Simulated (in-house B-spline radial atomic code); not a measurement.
# Sr: excited configurations in jj coupling

Wanted: excitation energies of Sr as differences of total energies (ΔSCF).

Method: Dirac-Hartree-Fock, average of configuration, Fermi nucleus, basis-set limit. Code: in-house B-spline radial atomic code version 1.

## Step 1: What is computed

* element: strontium (Z = 38)
* charge: 0
* electrons: 38
* configuration: 1s2 2s2 2p6 3s2 3p6 3d10 4s2 4p6 5s2
* Hamiltonian: Dirac-Coulomb
* nucleus: Fermi, rms radius 4.224 fm

Input settings:

```ini
Z = 38
electrons = 38.0
configuration = 1s2 2s2 2p6 3s2 3p6 3d10 4s2 4p6 5s2
hamiltonian = dirac
method = hf
spin_polarised = False
nucleus = fermi
rms_radius = 4.224
mass_number = 88
atomic_mass = 87.905612253
speed_of_light = 137.035999084
```

This reference run was done before. Its total energy is -3178.080833 hartree, and its levels are (the highest eight at most):

```csv
orbital,occupation,energy (eV),<r> (bohr)
3p1/2,2,-301.45,0.4891
3p3/2,4,-290.43,0.4989
3d3/2,4,-153.16,0.4943
3d5/2,6,-151.24,0.4979
4s1/2,2,-53.032,1.366
4p1/2,2,-30.652,1.549
4p3/2,4,-29.386,1.581
5s1/2,2,-4.932,4.564
```

## Step 2: Configuration 1s2 2s2 2p6 3s2 3p6 3d-3 3d+6 4s2 4p6 5s2 9f+1

In configurations, a minus sign after the shell means j = l − 1/2 and a plus sign j = l + 1/2; the count of electrons follows.

Input settings:

```ini
Z = 38
electrons = 38.0
configuration = 1s2 2s2 2p6 3s2 3p6 3d-3 3d+6 4s2 4p6 5s2 9f+1
hamiltonian = dirac
method = hf
spin_polarised = False
nucleus = fermi
rms_radius = 4.224
mass_number = 88
atomic_mass = 87.905612253
speed_of_light = 137.035999084
```

## Step 3: Run with 1s2 2s2 2p6 3s2 3p-1 3p+4 3d10 4s2 4p6 5s2 7s1

Settings: those of step 2 with these lines changed.

```diff
@@ -2,3 +2,3 @@
 electrons = 38.0
-configuration = 1s2 2s2 2p6 3s2 3p6 3d-3 3d+6 4s2 4p6 5s2 9f+1
+configuration = 1s2 2s2 2p6 3s2 3p-1 3p+4 3d10 4s2 4p6 5s2 7s1
 hamiltonian = dirac
```

## Step 4: 1s2 2s2 2p6 3s2 3p6 3d-3 3d+6 4s2 4p6 5s2 7s1

Settings: those of step 3 with these lines changed.

```diff
@@ -2,3 +2,3 @@
 electrons = 38.0
-configuration = 1s2 2s2 2p6 3s2 3p-1 3p+4 3d10 4s2 4p6 5s2 7s1
+configuration = 1s2 2s2 2p6 3s2 3p6 3d-3 3d+6 4s2 4p6 5s2 7s1
 hamiltonian = dirac
```

## Step 5: Run with 1s2 2s2 2p6 3s2 3p6 3d10 4s2 4p6 5s1 7s1

Settings: those of step 4 with these lines changed.

```diff
@@ -2,3 +2,3 @@
 electrons = 38.0
-configuration = 1s2 2s2 2p6 3s2 3p6 3d-3 3d+6 4s2 4p6 5s2 7s1
+configuration = 1s2 2s2 2p6 3s2 3p6 3d10 4s2 4p6 5s1 7s1
 hamiltonian = dirac
```

## Step 6: Run with 1s2 2s2 2p6 3s2 3p6 3d10 4s2 4p-2 4p+3 5s2 6d+1

Settings: those of step 5 with these lines changed.

```diff
@@ -2,3 +2,3 @@
 electrons = 38.0
-configuration = 1s2 2s2 2p6 3s2 3p6 3d10 4s2 4p6 5s1 7s1
+configuration = 1s2 2s2 2p6 3s2 3p6 3d10 4s2 4p-2 4p+3 5s2 6d+1
 hamiltonian = dirac
```

## Step 7: Configuration 1s2 2s2 2p6 3s2 3p6 3d10 4s1 4p6 5s2 7g+1

Settings: those of step 6 with these lines changed.

```diff
@@ -2,3 +2,3 @@
 electrons = 38.0
-configuration = 1s2 2s2 2p6 3s2 3p6 3d10 4s2 4p-2 4p+3 5s2 6d+1
+configuration = 1s2 2s2 2p6 3s2 3p6 3d10 4s1 4p6 5s2 7g+1
 hamiltonian = dirac
```

## Step 8: Run with 1s2 2s2 2p6 3s2 3p6 3d10 4s2 4p6 5s1 5d-1

Settings: those of step 7 with these lines changed.

```diff
@@ -2,3 +2,3 @@
 electrons = 38.0
-configuration = 1s2 2s2 2p6 3s2 3p6 3d10 4s1 4p6 5s2 7g+1
+configuration = 1s2 2s2 2p6 3s2 3p6 3d10 4s2 4p6 5s1 5d-1
 hamiltonian = dirac
```

## Step 9: 1s2 2s2 2p6 3s2 3p6 3d10 4s1 4p6 5s2 5f-1

Settings: those of step 8 with these lines changed.

```diff
@@ -2,3 +2,3 @@
 electrons = 38.0
-configuration = 1s2 2s2 2p6 3s2 3p6 3d10 4s2 4p6 5s1 5d-1
+configuration = 1s2 2s2 2p6 3s2 3p6 3d10 4s1 4p6 5s2 5f-1
 hamiltonian = dirac
```

**Question.** How far above the reference does each configuration lie (order and size, in eV)?

The runs gave:

| net move | configuration | energy above the reference (eV) | with Breit, QED, recoil (eV) | largest <r> (bohr) |
| --- | --- | --- | --- | --- |
| 5s → 5d3/2 | 1s2 2s2 2p6 3s2 3p6 3d10 4s2 4p6 5s1 5d-1 | 3.568 | 3.565 | 14.2 |
| 5s → 7s | 1s2 2s2 2p6 3s2 3p6 3d10 4s2 4p6 5s1 7s1 | 3.755 | 3.753 | 20.8 |
| 4p3/2 → 6d5/2 | 1s2 2s2 2p6 3s2 3p6 3d10 4s2 4p-2 4p+3 5s2 6d+1 | 26.562 | 26.560 | 23.8 |
| 4s → 5f5/2 | 1s2 2s2 2p6 3s2 3p6 3d10 4s1 4p6 5s2 5f-1 | 50.237 | 50.194 | 31.2 |
| 4s → 7g9/2 | 1s2 2s2 2p6 3s2 3p6 3d10 4s1 4p6 5s2 7g+1 | 50.507 | 50.464 | 63.5 |
| 3d3/2 → 7s | 1s2 2s2 2p6 3s2 3p6 3d-3 3d+6 4s2 4p6 5s2 7s1 | 141.98 | 141.97 | 19.7 |
| 3d3/2 → 9f7/2 | 1s2 2s2 2p6 3s2 3p6 3d-3 3d+6 4s2 4p6 5s2 9f+1 | 142.86 | 142.85 | 115 |
| 3p1/2 → 7s | 1s2 2s2 2p6 3s2 3p-1 3p+4 3d10 4s2 4p6 5s2 7s1 | 290.65 | 290.26 | 19.7 |

At the bottom stands 5s → 5d3/2 (3.568 eV), at the top 3p1/2 → 7s (290.65 eV). 6 of them lie more than 2 % above the ionisation threshold that Koopmans' theorem gives (4.932 eV), where such states can decay by emitting an electron. Two partly filled shells share a symmetry and can mix in the average, which may lower the energy, for: 5s → 7s. These are averages over configurations, without correlation, not spectroscopic levels.
